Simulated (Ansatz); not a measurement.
# CH4CoO: the cost of one run

Method: the levels named in each step, in Ansatz 0.2.0.

### 1 The starting structure

Bond lengths: C1–Co2 1.880 Å, Co2–O3 1.590 Å, C1–H4 1.106 Å, C1–H5 1.090 Å, C1–H6 1.091 Å, O3–H7 0.964 Å. Angles: C1–Co2–O3 112.8°, Co2–C1–H4 98.1°, Co2–C1–H5 115.7°, Co2–C1–H6 115.7°, H4–C1–H5 109.4°, H4–C1–H6 109.3°, H5–C1–H6 108.1°, Co2–O3–H7 153.4°.

As a file:

```xyz
7

C    -1.3796    0.8618    0.4759
Co   -0.0519   -0.2906   -0.1896
O     1.4177    0.1779    0.1941
H    -2.2630    0.3226    0.0859
H    -1.3691    1.8752    0.0751
H    -1.4471    0.9276    1.5626
H     2.0513    0.7724    0.6106
```

### 2 A rough first relaxation, PBE-D4/def2-SVP

The input, input.yaml:

```yaml
crystal:
  periodic: [false, false, false]
  atoms:
    - { symbol: C, position_ang: [-1.37961, 0.86183, 0.47591] }
    - { symbol: Co, position_ang: [-0.05193, -0.29061, -0.18959] }
    - { symbol: O, position_ang: [1.4177, 0.1779, 0.1941] }
    - { symbol: H, position_ang: [-2.26297, 0.32256, 0.08586] }
    - { symbol: H, position_ang: [-1.36905, 1.87521, 0.07512] }
    - { symbol: H, position_ang: [-1.44714, 0.92765, 1.56255] }
    - { symbol: H, position_ang: [2.05135, 0.77236, 0.61064] }
magnetization:
  spin_polarized: true
  initial_magnetization: 2
total_charge: 1
basis:
  gaussian: { orbitals: def2-SVP }
hamiltonian:
  xc: pbe
  dispersion: d4
relax:
  f_tol: 0.03
  max_steps: 200
```

Command:

```console
> ansatz run input.yaml --threads 2 --pin off --max-ram 5120MiB --backend cpu --events-out ev --progress --plain --runs-dir out
```

**Question.** How long does this run take on 2 threads of Oxide Virtual Turin-like (Zen 5), shared host, and how much memory does it need?

About 48 s, with a peak of 0.2 GiB.
